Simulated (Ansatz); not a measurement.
# K+ with H2O: superposition error and deformation

Aim: split the binding of a pair into the counterpoise interaction, the basis-set superposition error and the cost of deforming the fragments.

Computed with Ansatz 0.2.0, Gaussian basis. Level: PBE0-D4 structures, single points in def2-TZVPPD.

Levels: PBE-D4, revPBE-D4, BLYP-D4, r2SCAN-D4, B97M-V, PBE0-D4, B3LYP-D4, HSE06-D4, wB97X-V, wB97M-V, B2PLYP, Hartree-Fock, MP2, CCSD, CCSD(T).

Cores are frozen in the correlated methods. The outer core shell of Li, Na, Mg and K is correlated. B3LYP uses VWN-RPA correlation. B2PLYP carries no dispersion term here.

23 further runs of the same task are left out: 23 set aside as unsound or not needed.

### 1 The system as given

The relaxed pair: 4 atoms, charge 1, spin multiplicity 1.

Atoms are counted from 1 here; the program's logs count them from 0.

Bond lengths: K1–O2 2.626 Å, O2–H3 0.963 Å, O2–H4 0.963 Å. Angles: K1–O2–H3 127.7°, K1–O2–H4 127.7°, H3–O2–H4 104.6°.

As a file:

```xyz
4
H2KO
K     0.21432    0.15027   -2.24875
O    -0.03428   -0.02404    0.35963
H    -0.83882   -0.17767    0.86554
H     0.65878    0.05134    1.02357
```

Atoms 1 to 1 are fragment A (K+), the rest fragment B (H2O). From earlier runs, pair energy (eV) and counterpoise interaction (meV):

```
   method       E(pair)  interaction
   PBE-D4  -18393.24312         -744
revPBE-D4  -18398.10719         -698
  BLYP-D4  -18401.02328         -732
r2SCAN-D4  -18399.46524         -747
   B97M-V  -18396.62502         -744
  PBE0-D4  -18394.62274         -760
 B3LYP-D4  -18401.92473         -761
 HSE06-D4  -18394.30160         -760
  wB97X-V  -18398.52532         -757
  wB97M-V  -18400.03260         -757
   B2PLYP  -18396.12183         -736
      MP2  -18381.61206         -724
  CCSD(T)  -18382.33496         -717
```

First each fragment is run alone in its own basis, frozen in the shape it has in the pair (a, b).

### 2 CCSD(T)/def2-TZVPPD

Contents of a/in.yaml:

```yaml
crystal:
  periodic: [false, false, false]
  atoms:
    - {symbol: K, position_ang: [0.214324, 0.150266, -2.248748]}
basis:
  gaussian: {orbitals: "def2-TZVPPD.json"}
total_charge: 1
correlation: {method: ccsd_t}
```

Contents of b/in.yaml:

```yaml
crystal:
  periodic: [false, false, false]
  atoms:
    - {symbol: O, position_ang: [-0.034280, -0.024042, 0.359630]}
    - {symbol: H, position_ang: [-0.838819, -0.177668, 0.865544]}
    - {symbol: H, position_ang: [0.658776, 0.051344, 1.023575]}
basis:
  gaussian: {orbitals: "def2-TZVPPD.json"}
correlation: {method: ccsd_t}
```

The basis file named in the input lies beside it (Basis Set Exchange, JSON).

The command line of these runs was not kept.

a printed:

```text
Functional definition: HF
  name "HF"
  cite "Fock, Z. Phys. 61, 126 (1930) doi:10.1007/BF01340294"
  parent pbe
  exchange = exact_x
  correlation = 0
206 factors; integrals over basis functions are off by at most 1.5e-4 eV
mean field evaluation 1: about -16299.7846 eV, gradient 2.3e-1 eV
mean field evaluation 2: about -16299.7846 eV, gradient 2.3e-1 eV
mean field evaluation 4: about -16299.7848 eV, gradient 4.2e-4 eV
mean field evaluation 8: about -16299.7846 eV, gradient 2.3e-1 eV
mean field -16299.78475555 eV, -599.0060413757 hartree, gradient 2.4e-6 eV, S^2 0.000000; 0 other end points of the search recorded, 0 dependent functions left out
5 core orbitals not correlated: weight in the atoms' cores, before any rotation towards them, 1.000 or more for the frozen orbitals, at most 0.000 for the correlated occupied ones
reference -16299.78475555 eV, -599.0060413757 hartree; 4, 4 occupied and 27, 27 virtual orbitals, 206 factors
second order -4.10192687 eV of doubles, -0.00000000 eV of singles
cycle   1  -4.37575722 eV  change   -2.7e-1 eV  update   1.9e-2
cycle   2  -4.41481778 eV  change   -3.9e-2 eV  update   4.6e-3
cycle   3  -4.41659410 eV  change   -1.8e-3 eV  update   6.9e-4
cycle   4  -4.41656970 eV  change    2.4e-5 eV  update   1.0e-4
cycle   5  -4.41654795 eV  change    2.2e-5 eV  update   2.1e-5
cycle   6  -4.41655001 eV  change   -2.1e-6 eV  update   3.3e-6
perturbative correction -0.04592391 eV, -0.0016876725 hartree
Total energy: -16304.24722947 eV, -599.1700342674 hartree
```

Output in b (excerpt; [...] marks lines left out):

```text
[... 4 set-up lines as earlier in the session ...]
[...]
427 factors; integrals over basis functions are off by at most 1.1e-3 eV
[...]
mean field -2069.79216203 eV, -76.0634589990 hartree, gradient 1.3e-6 eV, S^2 0.000000; 0 other end points of the search recorded, 0 dependent functions left out
1 core orbitals not correlated: weight in the atoms' cores, before any rotation towards them, 1.000 or more for the frozen orbitals, at most 0.000 for the correlated occupied ones
reference -2069.79216203 eV, -76.0634589990 hartree; 4, 4 occupied and 69, 69 virtual orbitals, 427 factors
second order -7.17748258 eV of doubles, -0.00000000 eV of singles
cycle   1  -7.15720296 eV  change    2.0e-2 eV  update   4.8e-2
[...]
cycle   9  -7.32272402 eV  change    1.8e-6 eV  update   2.9e-6
perturbative correction -0.22076509 eV, -0.0081129676 hartree
Total energy: -2077.33565114 eV, -76.3406771107 hartree
```

They took 0.15 s (a), 0.4 s (b) on 2 threads, shared host; peak memory 0.15 GiB.

### 3 Relaxing H2O alone

Contents of relax-b/in.yaml:

```yaml
crystal:
  periodic: [false, false, false]
  atoms:
    - {symbol: O, position_ang: [-0.034280, -0.024042, 0.359630]}
    - {symbol: H, position_ang: [-0.838819, -0.177668, 0.865544]}
    - {symbol: H, position_ang: [0.658776, 0.051344, 1.023575]}
basis:
  gaussian: {orbitals: def2-TZVP}
hamiltonian: {xc: pbe0, dispersion: d4}
relax: {f_tol: 0.005, max_steps: 200}
```

Log (excerpt; [...] marks lines left out):

```text
Functional definition: PBE0
  name "PBE0"
  cite "Adamo & Barone, J. Chem. Phys. 110, 6158 (1999) doi:10.1063/1.478522"
  cite "Perdew, Burke & Ernzerhof, Phys. Rev. Lett. 77, 3865 (1996) doi:10.1103/PhysRevLett.77.3865"
[... 1 set-up line as earlier in the session ...]
[...]
239 factors; their error is unknown
[...]
mean field -2078.33248345 eV, -76.3773100224 hartree, gradient 1.3e-5 eV, S^2 0.000000; 0 other end points of the search recorded, 0 dependent functions left out
[...]
reference -2078.33249755 eV, -76.3773105405 hartree; 5, 5 occupied and 38, 38 virtual orbitals, 239 factors
relax step   1: F+E_penalty+E_count = -2078.33675157 eV  Δ(F+E_penalty+E_count) = +0.000e0 eV  max|allowed force component| = 2.247e-1 eV/Å  Δτ_max = 0.0000 Å  (22 SCF iters, accepted)
[...]
relax step   3: F+E_penalty+E_count = -2078.33732291 eV  Δ(F+E_penalty+E_count) = -8.671e-5 eV  max|allowed force component| = 1.031e-2 eV/Å  Δτ_max = 0.0013 Å  (27 SCF iters, accepted)
[...]
relax step   4: F+E_penalty+E_count = -2078.33733263 eV  Δ(F+E_penalty+E_count) = -9.718e-6 eV  max|allowed force component| = 7.831e-5 eV/Å  Δτ_max = 0.0007 Å  (27 SCF iters, accepted)
239 factors; their error is unknown
mean field -2078.33307681 eV, -76.3773318280 hartree, gradient 1.2e-5 eV, S^2 0.000000; 1 other end points of the search recorded, 0 dependent functions left out
[...]
reference -2078.33309082 eV, -76.3773323427 hartree; 5, 5 occupied and 38, 38 virtual orbitals, 239 factors
Total energy: -2078.33734664 eV, -76.3774887413 hartree
Atom 0 at    -0.034601    -0.024267     0.362996 Å, force     0.000002     0.000002    -0.000025 eV/Å
Atom 1 at    -0.838606    -0.177547     0.863867 Å, force    -0.000078    -0.000013     0.000004 eV/Å
Atom 2 at     0.658884     0.051448     1.021886 Å, force     0.000076     0.000011     0.000021 eV/Å
Dipole moment:    -0.040752    -0.028600     0.427636 e Å
```

Wall time 0.85 s (2 threads, shared host).

Relaxation path:

| step | energy from step 1 (eV) | largest force component (eV/Å) |
| --- | --- | --- |
| 1 | 0.0000 | 0.2247 |
| 2 | -0.0005 | 0.0823 |
| 3 | -0.0006 | 0.0103 |
| 4 | -0.0006 | 0.0001 |

Close pairs (by a distance rule), those that changed most:

| bond | before (Å) | after (Å) | change (Å) |
| --- | --- | --- | --- |
| O1–H2 | 0.963 | 0.960 | -0.003 |
| O1–H3 | 0.963 | 0.960 | -0.003 |

### 4 CCSD(T)/def2-TZVPPD

Contents of free-b/in.yaml:

```yaml
crystal:
  periodic: [false, false, false]
  atoms:
    - {symbol: O, position_ang: [-0.034601, -0.024267, 0.362996]}
    - {symbol: H, position_ang: [-0.838606, -0.177547, 0.863867]}
    - {symbol: H, position_ang: [0.658884, 0.051448, 1.021886]}
basis:
  gaussian: {orbitals: "def2-TZVPPD.json"}
correlation: {method: ccsd_t}
```

Log (excerpt; [...] marks lines left out):

```text
[... 4 set-up lines as earlier in the session ...]
[...]
427 factors; integrals over basis functions are off by at most 1.1e-3 eV
[...]
mean field -2069.79992929 eV, -76.0637444405 hartree, gradient 1.2e-6 eV, S^2 0.000000; 0 other end points of the search recorded, 0 dependent functions left out
1 core orbitals not correlated: weight in the atoms' cores, before any rotation towards them, 1.000 or more for the frozen orbitals, at most 0.000 for the correlated occupied ones
reference -2069.79992929 eV, -76.0637444405 hartree; 4, 4 occupied and 69, 69 virtual orbitals, 427 factors
second order -7.16979299 eV of doubles, -0.00000000 eV of singles
cycle   1  -7.15171875 eV  change    1.8e-2 eV  update   4.7e-2
[...]
cycle   9  -7.31592216 eV  change    1.7e-6 eV  update   2.9e-6
perturbative correction -0.21983024 eV, -0.0080786123 hartree
Total energy: -2077.33568168 eV, -76.3406782331 hartree
```

Run time: 0.4 s. Hardware: 2 threads, shared host; peak memory 0.15 GiB.

### 5 The split

| method | interaction with counterpoise (meV) | without | superposition error | deformation | binding energy |
| --- | --- | --- | --- | --- | --- |
| PBE-D4 | -744 | -751 | 8 | -3 | -746 |
| revPBE-D4 | -698 | -705 | 7 | -3 | -701 |
| BLYP-D4 | -732 | -741 | 9 | -3 | -735 |
| r2SCAN-D4 | -747 | -752 | 5 | 0 | -747 |
| B97M-V | -744 | -748 | 4 | 1 | -743 |
| PBE0-D4 | -760 | -766 | 6 | 1 | -759 |
| B3LYP-D4 | -761 | -768 | 7 | 0 | -760 |
| HSE06-D4 | -760 | -766 | 6 | 1 | -759 |
| wB97X-V | -757 | -763 | 6 | 1 | -756 |
| wB97M-V | -757 | -762 | 5 | 1 | -756 |
| B2PLYP | -736 | -750 | 13 | 0 | -736 |
| Hartree-Fock | -725 | -728 | 3 | 8 | -717 |
| MP2 | -724 | -756 | 32 | 0 | -724 |
| CCSD | -720 | -754 | 34 | 1 | -719 |
| CCSD(T) | -717 | -752 | 35 | 0 | -717 |

### 6 What came out

```
            quantity     value
interaction, CCSD(T)  -717 meV
 superposition error    35 meV
         deformation     0 meV
      binding energy  -717 meV
```

What this shows: In this basis the superposition error is 35 meV for CCSD(T) and 6 meV on average for the plain functionals: correlated methods borrow far more, since they need many more functions to converge. Deformation takes back 0 % of the interaction. The free shapes are PBE0-D4 minima, so other methods can show a small negative deformation energy.
